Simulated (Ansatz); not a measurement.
**C₂H₆BS radical: a ladder of functionals and wavefunction methods**

How much do the methods differ for C₂H₆BS radical? The plan is to run it at one geometry with functionals of several rungs and with coupled cluster. The yardstick is the atomisation energy at the CCSD(T) limit.

Method: functionals in def2-TZVPP, the program's frozen cores in correlated methods; program: Ansatz 0.2.0, Gaussian basis.

Plan: LDA (SPW92), PBE-D4, revPBE-D4, BLYP-D4, r2SCAN-D4, B97M-V, PBE0-D4, B3LYP-D4, r2SCANh-D4, r2SCAN0-D4, HSE06-D4, BHLYP-D4, CAM-B3LYP-D4, LC-ωPBE, ωB97X-V, ωB97M-V, B2PLYP, PBE-QIDH; CCSD(T)/def2-SVP; CCSD(T)/def2-TZVPP; MP2/def2-QZVPP; extrapolation to the limit; RPA on PBE.

## (1) The relaxed structure

The geometry comes from an earlier relaxation with PBE0-D4 in a triple-zeta def2 set; it is a stationary point, not always the lowest conformer.

10 atoms, charge 0, spin multiplicity 2.

Atoms are counted from 1 here; the program's logs count them from 0.

Bond lengths: C1–B2 1.526 Å, C1–H5 1.087 Å, C1–H6 1.086 Å, B2–C3 1.569 Å, B2–S4 1.804 Å, C3–H7 1.097 Å, C3–H8 1.095 Å, C3–H9 1.091 Å, S4–H10 1.343 Å. Angles: B2–C1–H5 122.1°, B2–C1–H6 123.6°, H5–C1–H6 114.3°, C1–B2–C3 122.4°, C1–B2–S4 114.6°, C3–B2–S4 123.0°, B2–C3–H7 109.3°, B2–C3–H8 110.7°, B2–C3–H9 114.9°, H7–C3–H8 105.8°, H7–C3–H9 107.6°, H8–C3–H9 108.2°, B2–S4–H10 98.8°.

Geometry (Å):

```xyz
10

C    -1.3476    0.7282   -0.6157
B     0.0258    0.1243   -0.3356
C     0.3920   -0.5302    1.0428
S     1.1790    0.2058   -1.7202
H    -2.1344    0.7467    0.1339
H    -1.6256    1.1727   -1.5672
H    -0.1983   -1.4446    1.1779
H     0.1121    0.1299    1.8704
H     1.4437   -0.7965    1.1592
H     2.2364   -0.3875   -1.1426
```

## (2) LDA

This LDA is Slater exchange with PW92 correlation.

File in.yaml:

```yaml
crystal:
  periodic: [false, false, false]
  atoms:
    - {symbol: C, position_ang: [-1.347588, 0.728207, -0.615704]}
    - {symbol: B, position_ang: [0.025795, 0.124321, -0.335581]}
    - {symbol: C, position_ang: [0.391966, -0.530247, 1.042830]}
    - {symbol: S, position_ang: [1.179018, 0.205821, -1.720248]}
    - {symbol: H, position_ang: [-2.134387, 0.746735, 0.133882]}
    - {symbol: H, position_ang: [-1.625642, 1.172745, -1.567160]}
    - {symbol: H, position_ang: [-0.198291, -1.444619, 1.177909]}
    - {symbol: H, position_ang: [0.112114, 0.129917, 1.870375]}
    - {symbol: H, position_ang: [1.443688, -0.796528, 1.159168]}
    - {symbol: H, position_ang: [2.236429, -0.387452, -1.142573]}
basis:
  gaussian: {orbitals: def2-TZVPP}
magnetization: {spin_polarized: true, initial_magnetization: 1}
hamiltonian: {xc: lda}
output: {orbitals: {seedname: orbitals}}
```

Further steps of the session: PBE-D4 (GGA); revPBE-D4 (GGA); BLYP-D4 (GGA); r2SCAN-D4 (meta-GGA); B97M-V (meta-GGA); PBE0-D4 (hybrid); B3LYP-D4 (hybrid); r2SCANh-D4 (hybrid); r2SCAN0-D4 (hybrid); HSE06-D4 (hybrid); BHLYP-D4 (hybrid); CAM-B3LYP-D4 (range-separated); LC-ωPBE-D4 (range-separated); ωB97X-V (range-separated); ωB97M-V (range-separated); B2PLYP (double hybrid); PBE-QIDH (double hybrid); CCSD(T) in def2-SVP; CCSD(T) in def2-TZVPP; MP2 in def2-QZVPP; RPA on PBE orbitals.

Before running them: what should the planned runs give, taken together? Wanted: atomisation energy, CCSD(T)/CBS; farthest beyond LDA; mean size of error, GGA; mean size of error, meta-GGA; mean size of error, hybrid; mean size of error, range-separated; mean size of error, double hybrid; gap, smallest and largest; T1 diagnostic.

The runs gave:

| quantity | value |
| --- | --- |
| atomisation energy, CCSD(T)/CBS | 38.277 eV |
| functionals within 0.191 eV (0.5 %) | BLYP-D4, LC-ωPBE, B2PLYP |
| farthest beyond LDA | PBE-D4 (+1.003 eV) |
| mean size of error, GGA | 0.438 eV |
| mean size of error, meta-GGA | 0.614 eV |
| mean size of error, hybrid | 0.446 eV |
| mean size of error, range-separated | 0.285 eV |
| mean size of error, double hybrid | 0.177 eV |
| gap, smallest and largest | 1.11 eV (LDA (SPW92)), 9.14 eV (LC-ωPBE) |
| T1 diagnostic | 0.0154 |
| triples share of the correlation energy | 4.0 % |

The LDA atomisation energy is off by 5.289 eV (14 %): it overbinds. PBE-D4 misses by +1.003 eV. Double hybrids carry the basis error of their MP2 part in triple zeta, and no dispersion term here, so their miss is partly the set-up's. By mean error the best rung here is double hybrid (0.177 eV) and the worst beyond LDA is meta-GGA (0.614 eV). Misses under about 0.191 eV are within the doubt on the reference itself, which lacks core-valence correlation, relativity and higher excitations. Hartree-Fock recovers 77 % of the binding; the rest is correlation. CCSD(T) in def2-SVP is off by -1.567 eV, more than most functionals: a good method in a small basis is no reference. The gap grows from 1.1 to 9.1 eV across the functionals, mostly with the share of exact exchange.
